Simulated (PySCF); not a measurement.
**SiOCl2: one geometry, many levels of theory**

How much do the numbers for SiOCl2 (singlet) hang on the method? All levels run at one geometry, the PBE0 minimum.

The runs use PySCF 2.14.0; several methods, basis Si def2-TZVP, O def2-TZVP, Cl def2-TZVP, no relativity, density fitting.

### 1 The starting structure

4 atoms, charge 0, spin multiplicity 1.

Bond lengths: Si1–O2 1.507 Å, Si1–Cl3 2.006 Å, Si1–Cl4 2.006 Å. Angles: O2–Si1–Cl3 125.7°, O2–Si1–Cl4 125.7°, Cl3–Si1–Cl4 108.6°.

```xyz
4
charge 0 multiplicity 1
Si   -0.2537   -0.4394    0.0000
O    -1.0070   -1.7441    0.0000
Cl    1.7424   -0.2397    0.0000
Cl   -1.0788    1.3891    0.0000
```

### 2 PBE0

One driver script runs all steps and calls PySCF; scf.py shows the equivalent input of each level. Each SCF starts from the density of the minimum. The driver also runs the species with one electron less or more at the same geometry (one less: multiplicity 2, one more: multiplicity 2); their logs are not shown.

Contents of scf.py:

```python
from pyscf import gto, scf, dft
mol = gto.M(atom='''
Si    -0.253707    -0.439411     0.000000
O     -1.007003    -1.744094     0.000000
Cl     1.742397    -0.239750     0.000000
Cl    -1.078769     1.389132    -0.000000''',
    basis={'Si': 'def2-TZVP', 'O': 'def2-TZVP', 'Cl': 'def2-TZVP'},
    charge=0, spin=0)
mf = dft.RKS(mol, xc='PBE0')
mf.grids.atom_grid = (99, 590)
aux = {'Si': 'def2-universal-JKFIT', 'O': 'def2-universal-JKFIT', 'Cl': 'def2-universal-JKFIT'}
mf = mf.density_fit(auxbasis=aux)
mf.kernel()
```

Standard output:

```text
init E= -1284.79184962536
  HOMO = -0.326946412856135  LUMO = -0.0681042846878456  gap/eV = 7.04345
cycle= 1 E= -1284.79184962611  delta_E= -7.51e-10  |g|= 6.53e-06  |ddm|= 0.000166
  HOMO = -0.326947129916787  LUMO = -0.0681053190613767  gap/eV = 7.04344
Extra cycle  E= -1284.79184962612  delta_E= -3.87e-12  |g|= 5.28e-06  |ddm|= 1.33e-05
converged SCF energy = -1284.79184962612
```

This level, with the species of one electron less or more, ran for 10 s (4 threads, shared host).

| Quantity | Value |
| --- | --- |
| energy | -1284.791850 Eh |
| one electron less (charge +1) | -1284.385757 Eh (doublet, ⟨S²⟩ 0.76) |
| one electron more (charge -1) | -1284.790492 Eh (doublet, ⟨S²⟩ 0.76) |
| Mulliken charge of Si1 | +0.73 e |

### 3 HF

scf.py: that of step 2 with these lines changed.

```diff
@@ -9,2 +9 @@
-mf = dft.RKS(mol, xc='PBE0')
-mf.grids.atom_grid = (99, 590)
+mf = scf.RHF(mol)
```

Standard output, cut to the lines that bear on the results:

```text
[... the frontier levels of the middle cycles are left out ...]
init E= -1282.93769307237
  HOMO = -0.470201918856461  LUMO = 0.0734613947649718  gap/eV = 14.79383
cycle= 1 E= -1282.96550052919  delta_E= -0.0278  |g|= 0.0815  |ddm|= 0.29
  HOMO = -0.463852060621618  LUMO = 0.0614480228473267  gap/eV = 14.29414
cycle= 2 E= -1282.96663695147  delta_E= -0.00114  |g|= 0.0424  |ddm|= 0.0736
  HOMO = -0.470619761489666  LUMO = 0.0648803238900906  gap/eV = 14.57170
cycle= 3 E= -1282.96700663243  delta_E= -0.00037  |g|= 0.0171  |ddm|= 0.0321
cycle= 4 E= -1282.96707037218  delta_E= -6.37e-05  |g|= 0.00302  |ddm|= 0.0121
cycle= 5 E= -1282.96707391488  delta_E= -3.54e-06  |g|= 0.000977  |ddm|= 0.00358
cycle= 6 E= -1282.96707439835  delta_E= -4.83e-07  |g|= 0.000234  |ddm|= 0.00128
cycle= 7 E= -1282.96707443372  delta_E= -3.54e-08  |g|= 9.16e-05  |ddm|= 0.000329
cycle= 8 E= -1282.96707444  delta_E= -6.28e-09  |g|= 1.64e-05  |ddm|= 0.000174
cycle= 9 E= -1282.96707444024  delta_E= -2.36e-10  |g|= 5.15e-06  |ddm|= 3.2e-05
  HOMO = -0.467846963633598  LUMO = 0.065158278548952  gap/eV = 14.50381
Extra cycle  E= -1282.96707444026  delta_E= -1.8e-11  |g|= 2.6e-06  |ddm|= 7.4e-06
converged SCF energy = -1282.96707444026
```

This level, with the species of one electron less or more, took 3.3 s.

* energy: -1282.967074 Eh
* one electron less (charge +1): -1282.620039 Eh (doublet, ⟨S²⟩ 0.76)
* one electron more (charge -1): -1282.929673 Eh (doublet, ⟨S²⟩ 0.82)
* Mulliken charge of Si1: +1.01 e

### 4 MP2

scf.py: that of step 3 with these lines changed.

```diff
@@ -12,0 +13,2 @@
+from pyscf.mp import dfmp2
+dfmp2.DFMP2(mf, frozen=16).kernel()  # the driver gives MP2 a fitting basis of its own (RI)
```

Standard output, cut to the lines that bear on the results:

```text
[... the frontier levels of the middle cycles are left out ...]
init E= -1282.93769307237
  HOMO = -0.470201918856459  LUMO = 0.0734613947649709  gap/eV = 14.79383
cycle= 1 E= -1282.96550052919  delta_E= -0.0278  |g|= 0.0815  |ddm|= 0.29
  HOMO = -0.463852060621622  LUMO = 0.0614480228473351  gap/eV = 14.29414
cycle= 2 E= -1282.96663695147  delta_E= -0.00114  |g|= 0.0424  |ddm|= 0.0736
  HOMO = -0.470619761489679  LUMO = 0.0648803238900888  gap/eV = 14.57170
cycle= 3 E= -1282.96700663243  delta_E= -0.00037  |g|= 0.0171  |ddm|= 0.0321
cycle= 4 E= -1282.96707037218  delta_E= -6.37e-05  |g|= 0.00302  |ddm|= 0.0121
cycle= 5 E= -1282.96707391488  delta_E= -3.54e-06  |g|= 0.000977  |ddm|= 0.00358
cycle= 6 E= -1282.96707439835  delta_E= -4.83e-07  |g|= 0.000234  |ddm|= 0.00128
cycle= 7 E= -1282.96707443372  delta_E= -3.54e-08  |g|= 9.16e-05  |ddm|= 0.000329
cycle= 8 E= -1282.96707444  delta_E= -6.28e-09  |g|= 1.64e-05  |ddm|= 0.000174
cycle= 9 E= -1282.96707444024  delta_E= -2.36e-10  |g|= 5.15e-06  |ddm|= 3.2e-05
  HOMO = -0.467846963633603  LUMO = 0.0651582785489588  gap/eV = 14.50381
Extra cycle  E= -1282.96707444026  delta_E= -1.73e-11  |g|= 2.6e-06  |ddm|= 7.4e-06
converged SCF energy = -1282.96707444026
```

This level, with the species of one electron less or more, took 4.5 s.

- energy: -1283.678982 Eh
- one electron less (charge +1): -1283.252970 Eh (doublet, ⟨S²⟩ 0.76)
- one electron more (charge -1): -1283.663572 Eh (doublet, ⟨S²⟩ 0.82)
- MP2 correlation in its own fitting basis (same spin, opposite spin): -0.71191 Eh (-0.18648, -0.52543)

### 5 PBE

scf.py: that of step 4 with these lines changed.

```diff
@@ -9 +9,2 @@
-mf = scf.RHF(mol)
+mf = dft.RKS(mol, xc='PBE')
+mf.grids.atom_grid = (99, 590)
@@ -13,2 +13,0 @@
-from pyscf.mp import dfmp2
-dfmp2.DFMP2(mf, frozen=16).kernel()  # the driver gives MP2 a fitting basis of its own (RI)
```

Standard output, cut to the lines that bear on the results:

```text
[... the frontier levels of the middle cycles are left out ...]
init E= -1284.69749570914
  HOMO = -0.26182093464908  LUMO = -0.103430293121361  gap/eV = 4.31003
cycle= 1 E= -1284.69933680867  delta_E= -0.00184  |g|= 0.098  |ddm|= 0.19
  HOMO = -0.292384711215764  LUMO = -0.0996798693656342  gap/eV = 5.24377
cycle= 2 E= -1284.67792536404  delta_E= 0.0214  |g|= 0.343  |ddm|= 0.266
  HOMO = -0.270062397859073  LUMO = -0.100769296966527  gap/eV = 4.60670
cycle= 3 E= -1284.70145454888  delta_E= -0.0235  |g|= 0.0258  |ddm|= 0.179
cycle= 4 E= -1284.70158745141  delta_E= -0.000133  |g|= 0.0127  |ddm|= 0.025
cycle= 5 E= -1284.70162974536  delta_E= -4.23e-05  |g|= 0.000825  |ddm|= 0.0095
cycle= 6 E= -1284.70162990284  delta_E= -1.57e-07  |g|= 0.000211  |ddm|= 0.000663
cycle= 7 E= -1284.70162991092  delta_E= -8.07e-09  |g|= 5.38e-05  |ddm|= 0.000113
cycle= 8 E= -1284.70162991156  delta_E= -6.4e-10  |g|= 1.39e-05  |ddm|= 3.19e-05
  HOMO = -0.269563376314557  LUMO = -0.102227216432674  gap/eV = 4.55345
Extra cycle  E= -1284.7016299112  delta_E= 3.6e-10  |g|= 4.5e-05  |ddm|= 3.31e-05
converged SCF energy = -1284.7016299112
```

This level, with the species of one electron less or more, took 28 s.

* energy: -1284.701630 Eh
* one electron less (charge +1): -1284.302554 Eh (doublet, ⟨S²⟩ 0.75)
* one electron more (charge -1): -1284.701299 Eh (doublet, ⟨S²⟩ 0.76)
* Mulliken charge of Si1: +0.64 e

### 6 CCSD(T)

scf.py: that of step 5 with these lines changed.

```diff
@@ -9,2 +9 @@
-mf = dft.RKS(mol, xc='PBE')
-mf.grids.atom_grid = (99, 590)
+mf = scf.RHF(mol)
@@ -13,0 +13,3 @@
+from pyscf import cc
+mycc = cc.CCSD(mf, frozen=16).run()
+mycc.ccsd_t()
```

Standard output, cut to the lines that bear on the results:

```text
[... the frontier levels of the middle cycles are left out ...]
init E= -1282.93769307237
  HOMO = -0.470201918856463  LUMO = 0.073461394764974  gap/eV = 14.79383
cycle= 1 E= -1282.96550052919  delta_E= -0.0278  |g|= 0.0815  |ddm|= 0.29
  HOMO = -0.463852060621595  LUMO = 0.0614480228473355  gap/eV = 14.29414
cycle= 2 E= -1282.96663695147  delta_E= -0.00114  |g|= 0.0424  |ddm|= 0.0736
  HOMO = -0.470619761489672  LUMO = 0.0648803238901072  gap/eV = 14.57170
cycle= 3 E= -1282.96700663243  delta_E= -0.00037  |g|= 0.0171  |ddm|= 0.0321
cycle= 4 E= -1282.96707037218  delta_E= -6.37e-05  |g|= 0.00302  |ddm|= 0.0121
cycle= 5 E= -1282.96707391488  delta_E= -3.54e-06  |g|= 0.000977  |ddm|= 0.00358
cycle= 6 E= -1282.96707439835  delta_E= -4.83e-07  |g|= 0.000234  |ddm|= 0.00128
cycle= 7 E= -1282.96707443372  delta_E= -3.54e-08  |g|= 9.16e-05  |ddm|= 0.000329
cycle= 8 E= -1282.96707444  delta_E= -6.28e-09  |g|= 1.64e-05  |ddm|= 0.000174
cycle= 9 E= -1282.96707444024  delta_E= -2.37e-10  |g|= 5.15e-06  |ddm|= 3.2e-05
  HOMO = -0.46784696363361  LUMO = 0.0651582785489325  gap/eV = 14.50381
Extra cycle  E= -1282.96707444026  delta_E= -1.91e-11  |g|= 2.6e-06  |ddm|= 7.4e-06
converged SCF energy = -1282.96707444026
CCSD nocc = 12, nmo = 126
Init t2, MP2 energy = -1283.67899827355  E_corr(MP2) -0.711923833292564
RCCSD converged
E(RCCSD) = -1283.707532689353  E_corr = -0.7404582490961402
RCCSD(T) correction = -0.0345186239472596
```

This level ran for 96 s (4 threads, shared host).

* energy: -1283.742051 Eh
* MP2 correlation in its own fitting basis (same spin, opposite spin): -0.71191 Eh (-0.18648, -0.52543)
* CCSD, (T): -0.74046, -0.03452 Eh; T1 0.016, D1 0.053

Left undone: coupled cluster skipped for cost (one electron less); coupled cluster skipped for cost (one electron more).

### 7 r2SCAN

scf.py: that of step 6 with these lines changed.

```diff
@@ -9 +9,2 @@
-mf = scf.RHF(mol)
+mf = dft.RKS(mol, xc='R2SCAN')
+mf.grids.atom_grid = (99, 590)
@@ -13,3 +13,0 @@
-from pyscf import cc
-mycc = cc.CCSD(mf, frozen=16).run()
-mycc.ccsd_t()
```

Standard output, cut to the lines that bear on the results:

```text
[... the frontier levels of the middle cycles are left out ...]
init E= -1285.17716205441
  HOMO = -0.28056981913574  LUMO = -0.0903504489880218  gap/eV = 5.17613
cycle= 1 E= -1285.17823857346  delta_E= -0.00108  |g|= 0.0119  |ddm|= 0.114
  HOMO = -0.281726160057521  LUMO = -0.0912732217674372  gap/eV = 5.18249
cycle= 2 E= -1285.17824529646  delta_E= -6.72e-06  |g|= 0.0056  |ddm|= 0.00885
  HOMO = -0.282219686629506  LUMO = -0.0910525741092064  gap/eV = 5.20192
cycle= 3 E= -1285.17823818977  delta_E= 7.11e-06  |g|= 0.00756  |ddm|= 0.00629
cycle= 4 E= -1285.17824965664  delta_E= -1.15e-05  |g|= 0.000829  |ddm|= 0.0045
cycle= 5 E= -1285.17824978852  delta_E= -1.32e-07  |g|= 0.000348  |ddm|= 0.000711
cycle= 6 E= -1285.17824981891  delta_E= -3.04e-08  |g|= 8.01e-05  |ddm|= 0.000297
cycle= 7 E= -1285.17824982026  delta_E= -1.36e-09  |g|= 2.53e-05  |ddm|= 6.61e-05
cycle= 8 E= -1285.17824982042  delta_E= -1.59e-10  |g|= 2.32e-06  |ddm|= 1.77e-05
  HOMO = -0.281623117682653  LUMO = -0.0910787058851887  gap/eV = 5.18498
Extra cycle  E= -1285.17824982042  delta_E= 3.64e-12  |g|= 4.52e-06  |ddm|= 4.73e-06
converged SCF energy = -1285.17824982042
```

This level, with the species of one electron less or more, took 47 s.

```
energy                        : -1285.178250 Eh
one electron less (charge +1) : -1284.775323 Eh (doublet, ⟨S²⟩ 0.76)
one electron more (charge -1) : -1285.176830 Eh (doublet, ⟨S²⟩ 0.77)
Mulliken charge of Si1        : +0.78 e
```

### 8 B3LYP

scf.py: that of step 7 with these lines changed.

```diff
@@ -9 +9 @@
-mf = dft.RKS(mol, xc='R2SCAN')
+mf = dft.RKS(mol, xc='B3LYP')
```

Standard output, cut to the lines that bear on the results:

```text
[... the frontier levels of the middle cycles are left out ...]
init E= -1285.3388870142
  HOMO = -0.316329424711568  LUMO = -0.0760331796461064  gap/eV = 6.53879
cycle= 1 E= -1285.34045857263  delta_E= -0.00157  |g|= 0.0457  |ddm|= 0.153
  HOMO = -0.308418889297116  LUMO = -0.0781327941698904  gap/eV = 6.26640
cycle= 2 E= -1285.33891297137  delta_E= 0.00155  |g|= 0.101  |ddm|= 0.0756
  HOMO = -0.317464372974953  LUMO = -0.077813638593846  gap/eV = 6.52123
cycle= 3 E= -1285.34076852936  delta_E= -0.00186  |g|= 0.0138  |ddm|= 0.0575
cycle= 4 E= -1285.34080683502  delta_E= -3.83e-05  |g|= 0.00241  |ddm|= 0.0096
cycle= 5 E= -1285.34080817501  delta_E= -1.34e-06  |g|= 0.000533  |ddm|= 0.00214
cycle= 6 E= -1285.34080824484  delta_E= -6.98e-08  |g|= 9.58e-05  |ddm|= 0.000443
cycle= 7 E= -1285.34080824652  delta_E= -1.68e-09  |g|= 2.34e-05  |ddm|= 5.51e-05
cycle= 8 E= -1285.34080824663  delta_E= -1.11e-10  |g|= 3.61e-06  |ddm|= 1.46e-05
  HOMO = -0.316222118768741  LUMO = -0.0779260285913512  gap/eV = 6.48437
Extra cycle  E= -1285.34080824663  delta_E= -6.82e-13  |g|= 4.67e-06  |ddm|= 5.01e-06
converged SCF energy = -1285.34080824663
```

This level, with the species of one electron less or more, took 27 s.

* energy: -1285.340808 Eh
* one electron less (charge +1): -1284.933552 Eh (doublet, ⟨S²⟩ 0.76)
* one electron more (charge -1): -1285.340629 Eh (doublet, ⟨S²⟩ 0.76)
* Mulliken charge of Si1: +0.75 e

### 9 TPSSh

scf.py: that of step 8 with these lines changed.

```diff
@@ -9 +9 @@
-mf = dft.RKS(mol, xc='B3LYP')
+mf = dft.RKS(mol, xc='TPSSH')
```

Standard output, cut to the lines that bear on the results:

```text
[... the frontier levels of the middle cycles are left out ...]
init E= -1285.3349009593
  HOMO = -0.294257461277547  LUMO = -0.083359173509642  gap/eV = 5.73883
cycle= 1 E= -1285.3355524025  delta_E= -0.000651  |g|= 0.0115  |ddm|= 0.0834
  HOMO = -0.298234761601725  LUMO = -0.0830498984921305  gap/eV = 5.85548
cycle= 2 E= -1285.33544847919  delta_E= 0.000104  |g|= 0.0248  |ddm|= 0.0278
  HOMO = -0.295675630891807  LUMO = -0.0828992203520421  gap/eV = 5.78994
cycle= 3 E= -1285.33558894247  delta_E= -0.00014  |g|= 0.00466  |ddm|= 0.0156
cycle= 4 E= -1285.33559130175  delta_E= -2.36e-06  |g|= 0.00307  |ddm|= 0.00466
cycle= 5 E= -1285.33559324325  delta_E= -1.94e-06  |g|= 0.000457  |ddm|= 0.00224
cycle= 6 E= -1285.3355932918  delta_E= -4.85e-08  |g|= 0.000105  |ddm|= 0.000381
cycle= 7 E= -1285.33559329414  delta_E= -2.35e-09  |g|= 2.21e-05  |ddm|= 6.54e-05
cycle= 8 E= -1285.33559329424  delta_E= -9.82e-11  |g|= 4.12e-06  |ddm|= 1.33e-05
  HOMO = -0.295787414927298  LUMO = -0.0830892786965404  gap/eV = 5.78781
Extra cycle  E= -1285.33559329424  delta_E= 3.18e-12  |g|= 7.1e-06  |ddm|= 6.55e-06
converged SCF energy = -1285.33559329424
```

This level took 11 s.

```
energy                 : -1285.335593 Eh
Mulliken charge of Si1 : +0.74 e
```

### 10 The ladder

| level | atomisation energy (kJ/mol) | vertical ionisation energy (eV) | vertical electron affinity (eV) | −ε(HOMO) (eV) | gap (eV) | dipole (D) | wall time |
| --- | --- | --- | --- | --- | --- | --- | --- |
| PBE0 | 1389 | 11.05 | -0.04 | 8.90 | 7.04 | 3.16 | 10 s |
| HF | 911 | 9.44 | -1.02 | 12.73 | 14.50 | 3.66 | 3.3 s |
| MP2 | 1449 | 11.59 | -0.42 | – | – | – | 4.5 s |
| PBE | 1450 | 10.86 | -0.01 | 7.34 | 4.55 | 2.94 | 28 s |
| CCSD(T) | 1348 | – | – | – | – | – | 96 s |
| r2SCAN | 1430 | 10.96 | -0.04 | 7.66 | 5.18 | 3.05 | 47 s |
| B3LYP | 1361 | 11.08 | 0.00 | 8.60 | 6.48 | 3.15 | 27 s |
| TPSSh | 1375 | – | – | 8.05 | 5.79 | 3.03 | 11 s |

Times are for 4 threads, shared host; PBE0 starts from its own converged density, so its time is not comparable. A dash stands where a species or a free atom was not run at that level, or the quantity is not defined.

Atomisation goes to high-spin atoms in their ground configurations, run at the same level, without zero-point energy.

### 11 Results

| quantity | value |
| --- | --- |
| atomisation energy, CCSD(T) in this basis | 1348 kJ/mol |
| vertical ionisation energy, range | 9.44 (HF) to 11.59 (MP2) eV |
| vertical electron affinity | negative in this basis |
| orbital gap, range | 4.55 (PBE) to 14.50 (HF) eV |
| T1, D1 | 0.016, 0.053 |

In atomisation energy the functionals lie from +14 kJ/mol (B3LYP) to +102 kJ/mol (PBE) against CCSD(T). In a basis of this size CCSD(T) binds too weakly, often by tens of kJ/mol, while functionals are nearer their limits, so this ranks no functional. HF lacks the correlation that pairing electrons in bonds brings, so it binds too weakly, by 436 kJ/mol even against this CCSD(T). A negative electron affinity (at every level) reflects the basis more than the molecule, so no ranking is made on it; without diffuse functions even a bound anion can come out this way.
